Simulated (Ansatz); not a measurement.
Here is an Ansatz input file for LiMg, space group Pm-3m. Write the same calculation for the Python package.

```yaml
crystal:
  lattice:
    - [3.415326, 0.0, 0.0]
    - [0.0, 3.415326, 0.0]
    - [0.0, 0.0, 3.415326]
  atoms:
    - { symbol: Li, position: [0.0, 0.0, 0.0] }
    - { symbol: Mg, position: [0.5, 0.5, 0.5] }
kpoints:
  mp_grid: { grid: [8, 8, 8] }
  band_path:
    path:
      - [0.0, 0.0, 0.0]
      - [0.0, 0.5, 0.0]
      - [0.5, 0.5, 0.0]
      - [0.0, 0.0, 0.0]
      - [0.5, 0.5, 0.5]
      - [0.0, 0.5, 0.0]
    npoints: 8
hamiltonian:
  xc: pbesol
scf:
  n_extra_bands: 10
  convergence: { dr2_threshold: 1.0e-07 }
  occupations: { method: fermi_dirac }
output:
  dos: { de: 0.1 }
```

On the command line:
```console
$ ansatz run input.yaml --threads 1 --pin off --max-ram 3072MiB --backend cpu --events-out ev --progress --plain --runs-dir out
scf.n_extra_bands = 10 over 7 filled bands (N_el = 13.0): the run solves 17 bands
Engine: ansatz 0.2.0, aarch64-unknown-linux-gnu
Pseudopotentials: kind: paw
Pseudopotential: Li, paw, valence charge 3, recommended cutoff 420 eV (normal), Li.paw.azcp
Pseudopotential: Mg, paw, valence charge 10, recommended cutoff 420 eV (normal), Mg.paw.azcp
Functional definition: PBEsol
  exchange = pbesol_x
  correlation = pbesol_c
Crystal: 2 atoms, lattice volume = 39.838 Å³
Basis set: ecut = 420 eV, 751 PW (Γ)
Bands: 17, of which v1, the nominal top of the filled ones, is band 7 counted from 1 (6 counted from 0)
Symmetry: 48 space group operations
Space group: Pm-3m (ITA 221), of the structure as read, at distance tolerance 3.4e-5 Å
k-points: 35 of 512
Non-local potential: Li, projectors of the file, l = 0: 3, l = 1: 2, l = 2: 1
Non-local potential: Mg, projectors of the file, l = 0: 3, l = 1: 2, l = 2: 1
PAW form: soft (Blöchl's): semilocal exchange-correlation on the pseudo side does not see the compensation charge
PAW frozen core: Mg, regenerated for the run's functional, and the local potential with it (the file was generated under x = pbe(κ = 0.804, μ = 0.2195149727645171), c = pbe(β = 0.06672455060314922))
PAW one-centre angular grid: Li, 110 points (default); XC on 64 Gauss nodes
PAW one-centre angular grid: Mg, 110 points (default); XC on 64 Gauss nodes
Initial density: superposition of atomic densities (neutral atoms: chi_scale 0, normalization atom), corrected by the library's trained network
Initial wavefunctions: pseudopotential atomic-orbital guess
Functional: x = pbesol(κ = 0.804, μ = 0.12345679012345678), c = pbesol(β = 0.046)
SCF iter   1: F=—  HF=-2115.190898 eV  |F-HF|=—  |Δ(HF+E_count)|=         —  Δρ=1.75e-3  dr2=5.89e-4  ethr=1.77e-3  ⟨swp⟩=5.2  Hψ=3137  notcnv=0  defer=61
preconditioner: auto → none  [metal: Δε(μ)=0.190 eV  Ē_g=12.508 eV  σ=0.100 eV  W_gap=0.42  n_scr=6 (ndim 8)  ℏωp=10.2 eV  f_vac=0.000  D(μ)=0.82/eV (n_scr^D=6)  sad-step TF]
SCF iter   2: F=—  HF=-2115.189778 eV  |F-HF|=—  |Δ(HF+E_count)|=   1.12e-3  Δρ=8.05e-4  dr2=1.66e-4  ethr=4.53e-6  ⟨swp⟩=2.9  Hψ=1125  notcnv=0  defer=71
SCF iter   3: F=—  HF=-2115.189586 eV  |F-HF|=—  |Δ(HF+E_count)|=   1.92e-4  Δρ=1.13e-4  dr2=3.91e-6  ethr=1.28e-6  ⟨swp⟩=2.0  Hψ=693  notcnv=0  defer=71
SCF iter   4: F=—  HF=-2115.189584 eV  |F-HF|=—  |Δ(HF+E_count)|=   1.62e-6  Δρ=3.92e-5  dr2=2.07e-7  ethr=3.00e-8  ⟨swp⟩=2.0  Hψ=652  notcnv=0  defer=71
iter 5 did not close the SCF: its close was put off for the readings that it lacked (scf_convergence_deferred on its scf_iter line)
SCF iter   5: F=-2115.189584 eV  HF=-2115.189584 eV  |F-HF|=3.24e-8  |Δ(HF+E_count)|=   2.88e-7  Δρ=1.05e-5  dr2=1.45e-8  ethr=1.60e-9  ⟨swp⟩=2.0  Hψ=668  notcnv=0  defer=71
SCF iter   6: F=-2115.189584 eV  HF=-2115.189584 eV  |F-HF|=2.23e-11  |Δ(HF+E_count)|=   2.02e-8  Δρ=2.43e-7  dr2=1.72e-11  ethr=1.12e-10  ⟨swp⟩=5.1  Hψ=2271  notcnv=0
SCF 1 converged in 6 iterations: F = -2115.189584 eV  dr2 = 1.72e-11
  greatest PAW one-centre occupation: 1.000 electrons in one spin orbital (limit 2), on the Mg atom at site 1 (counted from 0), in its partial waves of l = 0
NSCF: frozen V_eff on 41 k-points
SCF converged after 6 iterations
Free energy (F): -2115.189584 eV
Harris-Foulkes:  -2115.189584 eV  (|F-HF|=2.23e-11)
Internal energy: -2115.161846 eV  (E = F + TS)
E sigma→0 (E₀):  -2115.175715 eV
Entropy (-TS):   -0.027738 eV (-13.869 meV/atom)
Fermi energy:    3.704387 eV
--- Per-component energies (eV) ---
  E_band       = -454.235311
  E_kinetic    = 96.447485
  E_local      = -1839.026146  (includes V_loc(G=0)·N_el)
  E_nonlocal   = 63.287076
  E_hartree    = 656.667627
  E_xc         = -38.245408
  E_vxc        = -49.578783  (∫ρ·V_xc dr)
  E_paw        = -300.957964  (= ΣΔE_a)
  E_vpaw       = -38.700249  (= ΣTr[D̂ρ^β])
  E_aug_tail   = 0.000016  (compensation charges beyond the density's cutoff)
  E_ewald      = -753.393395
  E_core_change = 0.058862  (= ΣΔE_core)
  E_smearing   = -0.027738  (= −TS)
  E_closure    = -0.000000  (closes the sum)
  Σ components = -2115.189584   (vs F -2115.189584, Δ=0.00e0)
--- Band table (eV; the first three rows and the last of 35) ---
  k-point 0: bands = ["-71.7419", "-41.7113", "-38.6791", "-38.6791", "-38.6791", "-1.8249", "8.8750", "8.8750", "8.8750", "9.6805", "9.6805", "15.4398", "19.8245", "19.8245", "19.8245", "20.2373", "20.2373"]
  k-point 1: bands = ["-71.7418", "-41.7111", "-38.6802", "-38.6791", "-38.6791", "-1.6488", "6.8192", "9.0550", "9.0550", "9.8728", "11.7766", "15.6833", "17.8153", "17.8153", "19.2208", "19.6792", "20.4128"]
  k-point 2: bands = ["-71.7417", "-41.7104", "-38.6829", "-38.6788", "-38.6788", "-1.1276", "4.6580", "9.5914", "9.5914", "10.4418", "13.6249", "15.5600", "15.5600", "16.4580", "17.1238", "18.8224", "20.9199"]
  k-point 34: bands = ["-71.7409", "-41.7056", "-38.6854", "-38.6854", "-38.6854", "6.0778", "6.0778", "6.0778", "6.3909", "6.3909", "6.3909", "8.4278", "11.7650", "25.7114", "25.7114", "25.7114", "26.4549"]
```

The cells in order, each with its output:

```python
import ansatz as az
from ase.data import atomic_numbers
import numpy as np
from pymatgen.core import Lattice, Structure
from pymatgen.io.ase import AseAtomsAdaptor
import spglib

params = {
    'tolerance': 1e-07,
    'filling': 'fermi_dirac',
    'n_empty': 10,
}
```

```python
pmg_structure = Structure(
    Lattice([[3.415326, 0.0, 0.0], [0.0, 3.415326, 0.0], [0.0, 0.0, 3.415326]]),
    ['Li', 'Mg'],
    [
        [0.0, 0.0, 0.0],
        [0.5, 0.5, 0.5],
    ],
)
crystal = az.Crystal.from_ase(AseAtomsAdaptor.get_atoms(pmg_structure))
```

```python
# vertices of the path, as fractions of the reciprocal vectors
path = [
    ('G', (0.0, 0.0, 0.0)),
    ('X', (0.0, 0.5, 0.0)),
    ('M', (0.5, 0.5, 0.0)),
    ('G', (0.0, 0.0, 0.0)),
    ('R', (0.5, 0.5, 0.5)),
    ('X', (0.0, 0.5, 0.0)),
]
base = (
    crystal.calculation()
    .functional(az.Functional.PBESOL)
    .kpoints(8)
    .scf(tolerance=params['tolerance'])
    .occupations(params['filling'])
    .band_structure([point for _, point in path], intervals=8)
    .scf(extra_bands=params['n_empty'])
    .density_of_states(energy_step=0.1)
)
def show(event):
    row = event['data']
    if event['event'] == 'scf_iter' and row.get('harris_foulkes_ev') is not None:
        print(f'  iteration {row["iter"]:3d}  Harris-Foulkes {row["harris_foulkes_ev"]:.5f} eV  residual {row["dr2_ev"]:.2e}')


result = base.session().plan().execute(on_event=show)
rep = result.report
```

    DeckWarning: basis.ecutwfc = 420 eV, auto-derived from the records' recommended cutoffs: set by Li (normal level)
      iteration   1  Harris-Foulkes -2115.19090 eV  residual 5.89e-04
      iteration   2  Harris-Foulkes -2115.18978 eV  residual 1.66e-04
      iteration   3  Harris-Foulkes -2115.18959 eV  residual 3.91e-06
      iteration   4  Harris-Foulkes -2115.18958 eV  residual 2.07e-07
      iteration   5  Harris-Foulkes -2115.18958 eV  residual 1.45e-08
      iteration   6  Harris-Foulkes -2115.18958 eV  residual 1.72e-11

```python
rep['n_kpoints'], rep['n_symmetry_ops'], rep['n_pw']
```

    (35, 48, 751)

```python
rep['published_state_doubts']
```

    []

```python
energy = rep['free_energy_ev']
print('LiMg: {:.6f} eV = {:.6f} Ry = {:.6f} Ha'.format(energy, energy / 13.605693, energy / 27.211386))
print('Fermi level {:.4f} eV, {} k-points, {} symmetry operations'.format(rep['fermi_energy_ev'], rep['n_kpoints'], rep['n_symmetry_ops']))

spg_cell = (result.lattice.cell_ang, [s.position_frac for s in result.lattice.sites], [atomic_numbers[s.symbol] for s in result.lattice.sites])
# the group found depends on the tolerance
for tolerance in (1e-5, 1e-3, 1e-1):
    print(f'symprec {tolerance:g} A: {spglib.get_spacegroup(spg_cell, symprec=tolerance)}')
print('operations used by the run:', rep['n_symmetry_ops'])
```

    LiMg: -2115.189584 eV = -155.463568 Ry = -77.731784 Ha
    Fermi level 3.7044 eV, 35 k-points, 48 symmetry operations
    symprec 1e-05 A: Pm-3m (221)
    symprec 0.001 A: Pm-3m (221)
    symprec 0.1 A: Pm-3m (221)
    operations used by the run: 48

```python
dos = result.density_of_states()
energy = np.asarray(dos.energies_ev) - dos.fermi_ev
states, count = np.asarray(dos.spin_summed_g_bin_mean_per_ev), np.asarray(dos.spin_summed_integrated)
g_fermi = float(np.interp(0.0, energy, states))
print(f'g(E_F) = {g_fermi:.3f} states/eV per cell')
# Sommerfeld coefficient of bare band electrons: pi^2 k_B^2 g / 3
gamma = np.pi ** 2 / 3 * 8.617333e-5 ** 2 * g_fermi * 96485.33e3 / len(result.lattice.sites)
print(f'bare Sommerfeld coefficient {gamma:.2f} mJ/(mol of atoms K^2)')
for low, high in ((-10, -6), (-6, -3), (-3, 0), (0, 3)):
    print(f'states between {low} and {high} eV: {np.interp(high, energy, count) - np.interp(low, energy, count):.3f}')
```

    g(E_F) = 0.906 states/eV per cell
    bare Sommerfeld coefficient 1.07 mJ/(mol of atoms K^2)
    states between -10 and -6 eV: 0.000
    states between -6 and -3 eV: 0.941
    states between -3 and 0 eV: 2.045
    states between 0 and 3 eV: 2.181

```python
bands = result.band_structure()
fermi = bands.fermi_energy_ev
print(f'zero of the bands: {fermi:.3f} eV, the Fermi level found on the SCF mesh')
for spin, channel in enumerate(bands.channels):
    print('channel', spin, '- computed levels within 4 eV of the Fermi level')
    for i, (label, _) in enumerate(path):
        levels = channel.eigenvalues_ev[i * 8] - fermi
        print(f'  {label:3s}', ' '.join(f'{e:7.3f}' for e in levels if abs(e) < 4))
```

    zero of the bands: 3.704 eV, the Fermi level found on the SCF mesh
    channel 0 - computed levels within 4 eV of the Fermi level
      G
      X    -3.282  -1.931
      M    -0.517  -0.517   0.384   2.230
      G
      R     2.373   2.373   2.373   2.687   2.687   2.687
      X    -3.282  -1.931

Reading the output:
- Absolute energies stand on the zero of these potentials, so only differences at equal settings mean something. A total without «per atom» is that of the cell as typed.
- For a metal this k-point mesh is coarse: on a finer one energies can move by several to tens of meV an atom and pressures by half a GPa or more, differences at one mesh by less.
- The zero of the levels is a convention of the potentials, so an absolute Fermi energy is no work function.
- The structure comes from a database of computed cells and needn't be a stable or known phase.
- Gaps and levels are Kohn-Sham values on a finite set of k-points.
- Warnings are shown shortened and without file and line.
- The density of states is complete only as far up as bands were computed.
- Finished in 2.2 s on 1 thread of Arm Neoverse V2, on a shared host, peak memory 0.39 GiB.

(Lines on the test bed's own set-up are left out of the output.)
